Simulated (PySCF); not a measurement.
# [FeO2]-: relaxation and vibrations of the quartet

Where does quartet [FeO2]- go from a end-on start, is the end point a minimum, and what are its modes, charges and moments?

Program: PySCF 2.14.0. Level of theory: PBE, basis Fe def2-SVPD, O def2-SVPD, no relativity, density fitting. These are calculated values, not measurements.

### 1 The starting structure

3 atoms, charge -1, spin multiplicity 4.

Bond lengths: Fe1–O2 1.844 Å, O2–O3 1.445 Å. Angles: Fe1–O2–O3 119.9°.

```xyz
3
charge -1 multiplicity 4
Fe    0.0000    0.0000    0.0000
O     0.0000    0.0000    1.8437
O     1.2528    0.0000    2.5637
```

### 2 First SCF at the start

The steps below are one call of a driver around PySCF. For each, scf.py gives the equivalent set-up of the SCF; relaxations use the driver's own optimiser. After this first run the driver tries any further starts and a stability analysis.

Contents of scf.py:

```python
from pyscf import gto, scf, dft
mol = gto.M(atom='''
Fe     0.000000     0.000000     0.000000
O      0.000000     0.000000     1.843700
O      1.252800     0.000000     2.563700''',
    basis={'Fe': 'def2-SVPD', 'O': 'def2-SVPD'},
    charge=-1, spin=3)
mf = dft.UKS(mol, xc='PBE')
mf.grids.atom_grid = (50, 194)
aux = {'Fe': 'def2-universal-JKFIT', 'O': 'def2-universal-JKFIT'}
mf = mf.density_fit(auxbasis=aux)
mf.conv_tol = 1e-08
mf.diis_space = 10
mf.max_cycle = 60
mf.init_guess = 'minao'
mf.verbose = 4
mf.kernel()
```

Launch:

```
$ OMP_NUM_THREADS=2 python axn.py task.json out
```

What it wrote (excerpt; [...] marks lines left out):

```text
[... the frontier levels of the middle cycles are left out ...]
init E= -1412.57378168908
[... the frontier-level lines of each cycle are left out ...]
cycle= 1 E= -1397.7046441792  delta_E= 14.9  |g|= 3.58  |ddm|=   10
cycle= 2 E= -1352.09261951558  delta_E= 45.6  |g|= 4.93  |ddm|= 13.3
cycle= 3 E= -1407.98558778303  delta_E= -55.9  |g|= 2.99  |ddm|= 9.73
cycle= 4 E= -1412.54677936817  delta_E= -4.56  |g|= 1.29  |ddm|= 4.64
cycle= 5 E= -1412.75524741263  delta_E= -0.208  |g|= 1.19  |ddm|= 2.68
cycle= 6 E= -1413.11978923108  delta_E= -0.365  |g|= 0.69  |ddm|= 3.02
cycle= 7 E= -1411.74969408583  delta_E= 1.37  |g|= 1.77  |ddm|= 3.73
cycle= 8 E= -1413.01027252605  delta_E= -1.26  |g|= 0.928  |ddm|= 2.13
cycle= 9 E= -1413.34482610547  delta_E= -0.335  |g|= 0.388  |ddm|= 1.72
cycle= 10 E= -1413.39981059798  delta_E= -0.055  |g|= 0.156  |ddm|= 0.47
cycle= 11 E= -1413.34299683468  delta_E= 0.0568  |g|= 0.323  |ddm|= 0.895
cycle= 12 E= -1413.4086911304  delta_E= -0.0657  |g|= 0.0954  |ddm|= 0.506
cycle= 13 E= -1413.41167873395  delta_E= -0.00299  |g|= 0.0808  |ddm|= 0.225
cycle= 14 E= -1413.41411248334  delta_E= -0.00243  |g|= 0.0319  |ddm|= 0.111
[... 26 cycles left out ...]
Extra cycle  E= -1413.41560526193  delta_E= 1.24e-07  |g|= 0.000496  |ddm|= 0.000562
SCF not converged.
init E= -1412.57378168908
[... 20 cycles left out ...]
SCF not converged.
init E= -1413.41454030525
[... 16 cycles left out ...]
cycle= 17 E= -1413.41539492276  delta_E= -2.33e-05  |g|= 0.00369  |ddm|= 0.0214
cycle= 18 E= -1413.41541313044  delta_E= -1.82e-05  |g|= 0.00583  |ddm|= 0.0266
cycle= 19 E= -1413.41543273068  delta_E= -1.96e-05  |g|= 0.00567  |ddm|= 0.0247
cycle= 20 E= -1413.41545123362  delta_E= -1.85e-05  |g|= 0.00539  |ddm|= 0.0237
cycle= 21 E= -1413.4154684129  delta_E= -1.72e-05  |g|= 0.00463  |ddm|= 0.0212
cycle= 22 E= -1413.41548405654  delta_E= -1.56e-05  |g|= 0.00351  |ddm|= 0.0188
cycle= 23 E= -1413.41549622955  delta_E= -1.22e-05  |g|= 0.00302  |ddm|= 0.017
cycle= 24 E= -1413.415507023  delta_E= -1.08e-05  |g|= 0.00195  |ddm|= 0.0144
cycle= 25 E= -1413.4155152325  delta_E= -8.21e-06  |g|= 0.00263  |ddm|= 0.0157
cycle= 26 E= -1413.41552331349  delta_E= -8.08e-06  |g|= 0.00222  |ddm|= 0.0143
cycle= 27 E= -1413.41553001423  delta_E= -6.7e-06  |g|= 0.00298  |ddm|= 0.016
cycle= 28 E= -1413.41553318691  delta_E= -3.17e-06  |g|= 0.00523  |ddm|= 0.0216
cycle= 29 E= -1413.41554434383  delta_E= -1.12e-05  |g|= 0.00161  |ddm|= 0.0116
cycle= 30 E= -1413.41554904931  delta_E= -4.71e-06  |g|= 0.00153  |ddm|= 0.0091
SCF not converged.
macro= 0  E= -1413.4156028145  delta_E= -5.37652e-05  |g|= 0.002186  3 KF 13 JK
macro= 1  E= -1413.41560538812  delta_E= -2.57362e-06  |g|= 5.03923e-05  3 KF 15 JK
macro= 2  E= -1413.41560538821  delta_E= -9.23137e-11  |g|= 1.93058e-05  1 KF 2 JK
macro X = 3  E=-1413.41560538821  |g|= 1.93058e-05  total 8 KF 34 JK
converged SCF energy = -1413.41560538821  <S^2> = 4.126674  2S+1 = 4.1841004
```

This step, with its further starts and checks, took 47 s on 2 threads of Arm Neoverse V1, shared host.

Energies from each starting density:

```
                      start   energy (Eh)
    the minimal-basis guess  -1413.415605
a thermally smeared density  -1413.415698
      a smeared PBE density  -1413.415698
```

Where DIIS stalls, the driver goes on with a level shift of 0.3 Eh and then with a second-order solver.

The first run landed in a state that is too high. Following the other starts and the instabilities gains 0.2 kJ/mol (-1413.41570 Eh), and the work goes on from there.

### 3 Relaxation: end-on start, quartet

The program finds Cs symmetry in the start, which this walk keeps. The walk stops when the largest gradient is under 0.0003 Eh/bohr and the energy has settled too.

Changes to scf.py since step 2:

```diff
@@ -3,3 +3,3 @@
-Fe     0.000000     0.000000     0.000000
-O      0.000000     0.000000     1.843700
-O      1.252800     0.000000     2.563700''',
+Fe    -0.227904     0.000000    -0.801776
+O     -0.227904     0.000000     1.041924
+O      1.024896     0.000000     1.761924''',
@@ -15 +14,0 @@
-mf.init_guess = 'minao'
```

The optimiser's trace:

```
step   energy (Eh)  change (kJ/mol)  largest symmetric gradient (Eh/bohr)
   0  -1413.415698             0.00                               0.03314
   1  -1413.420527           -12.68                               0.01383
   2  -1413.421150           -14.31                               0.00723
   3  -1413.421505           -15.24                               0.00464
   4  -1413.421707           -15.78                               0.00450
   5  -1413.422606           -18.14                               0.00982
   6  -1413.423493           -20.46                               0.02153
   7  -1413.423848           -21.40                               0.03221
   8  -1413.424403           -22.85                               0.02859
   9  -1413.427285           -30.42                               0.01229
  10  -1413.430225           -38.14                               0.00849
  11  -1413.430410           -38.63                               0.00656
  12  -1413.430539           -38.96                               0.00262
  13  -1413.430559           -39.02                               0.00027
  14  -1413.430559           -39.02                               0.00007
```

The walk took 42 s.

It settles in Cs symmetry, 39.0 kJ/mol below the start, after 14 steps: Fe–O 1.766 Å, Fe–O 1.935 Å, O–O 1.434 Å; Fe–O–O 61.1°, Fe–O–O 73.6°, O–Fe–O 45.3°.

### 4 Hessian and properties

The point is checked on the finer grid, and tightened if its gradient asks for it. The Hessian and the dipole derivatives come from central differences of analytic gradients, with steps of 0.02 bohr.

Changes to scf.py since step 3:

```diff
@@ -3,3 +3,3 @@
-Fe    -0.227904     0.000000    -0.801776
-O     -0.227904     0.000000     1.041924
-O      1.024896     0.000000     1.761924''',
+Fe    -0.049562     0.000000    -0.620278
+O     -0.629202     0.000000     1.048871
+O      0.802341     0.000000     1.118495''',
@@ -9 +9 @@
-mf.grids.atom_grid = (50, 194)
+mf.grids.atom_grid = (75, 302)
@@ -12 +12 @@
-mf.conv_tol = 1e-08
+mf.conv_tol = 1e-10
```

The driver hands on the density of the step before, so the log starts near convergence.

SCF at the final geometry:

```text
init E= -1413.43047831192
[... the frontier-level lines of each cycle are left out ...]
cycle= 1 E= -1413.43047831184  delta_E= 8.19e-11  |g|= 1.4e-05  |ddm|= 2.1e-05
cycle= 2 E= -1413.43047830367  delta_E= 8.17e-09  |g|= 0.000143  |ddm|= 0.000192
cycle= 3 E= -1413.43047831184  delta_E= -8.17e-09  |g|= 1.33e-05  |ddm|= 0.000168
cycle= 4 E= -1413.43047831192  delta_E= -8.07e-11  |g|= 8.93e-07  |ddm|= 1.75e-05
Extra cycle  E= -1413.4304783119  delta_E= 2.3e-11  |g|= 6.11e-06  |ddm|= 1.21e-05
converged SCF energy = -1413.4304783119  <S^2> = 3.9979762  2S+1 = 4.1221238
```

The whole step took 49 s.

Geometry: Cs; Fe–O 1.767 Å, Fe–O 1.936 Å, O–O 1.433 Å; Fe–O–O 61.1°, Fe–O–O 73.6°, O–Fe–O 45.3°.

Harmonic modes (main isotopes):

```tsv
symmetry	ω (cm⁻¹)	IR (km/mol)
a'	255	68.3
a'	553	8.7
a'	841	371
```

Every mode is real; the point is a minimum.

Constants and moments:

```yaml
Dipole_moment_about_the_centre_of_mass: 0.30 D
Highest_occupied_level: 1.49 eV
Lowest_empty_level: 1.56 eV
Rotational_constants: 1.05, 0.2817, 0.2221 cm⁻¹
Zero-point_energy: 9.9 kJ/mol
Principal_polarisabilities: 119.1, 121.5, 142.2 bohr³
Principal_traceless_quadrupole_moments_about_the_centre_of_mass: -8.64, 4.19, 4.46 D Å
Entropy_at_298.15_K_and_1_bar_electronic_part_spin_only: 281.4 J/(mol K)
Heat_capacity_Cp_at_298.15_K: 47.8 J/(mol K)
Enthalpy_at_298.15_K_above_0_K: 11.84 kJ/mol
Rotational_symmetry_number: 1
Spin_squared_⟨S²⟩: 3.998
```

Populations by atom (charges in e):

| atom | Mulliken | Löwdin | polar tensor | spin (Mulliken) | Mayer order to Fe1 |
| --- | --- | --- | --- | --- | --- |
| Fe1 | -0.16 | 0.23 | -0.13 | 2.94 | – |
| O2 | -0.42 | -0.63 | -0.28 | -0.01 | 0.73 |
| O3 | -0.42 | -0.59 | -0.59 | 0.07 | 0.51 |

Mulliken populations on Fe1: s 7.41, p 12.38, d 6.37, f 0.00.

### 5 Outcome

| quantity | value |
| --- | --- |
| minimum | quartet, Cs |
| geometry | Fe–O 1.767 Å, Fe–O 1.936 Å, O–O 1.433 Å; Fe–O–O 61.1°, Fe–O–O 73.6°, O–Fe–O 45.3° |
| wavenumbers (cm⁻¹) | 255 (a'), 553 (a'), 841 (a') |
| dipole moment (centre of mass) | 0.30 D |
| highest occupied, lowest empty level (either spin) | 1.49, 1.56 eV |
| polar-tensor charge of Fe1 | -0.13 e |
| zero-point energy | 9.9 kJ/mol |
| entropy at 298.15 K | 281.4 J/(mol K) |
| ⟨S²⟩ | 3.998 |

The molecule stays Cs, as typed, and the end point is a minimum. The strongest infrared band lies at 841 cm⁻¹ (a'). Most of the spin sits on Fe1 (Mulliken spin 2.94, against 3 for the whole molecule). Other starts or spin states, not run here, may lie lower. The determinant is spin-contaminated (⟨S²⟩ = 4.00, pure value 3.75). The highest occupied level lies above zero: either self-interaction error lifts it or the extra electron is not bound, and the basis holds it in place. Open d and f shells are described by one determinant, and the ground state may have another occupation or spin.

The search up to here took 2.3 min.
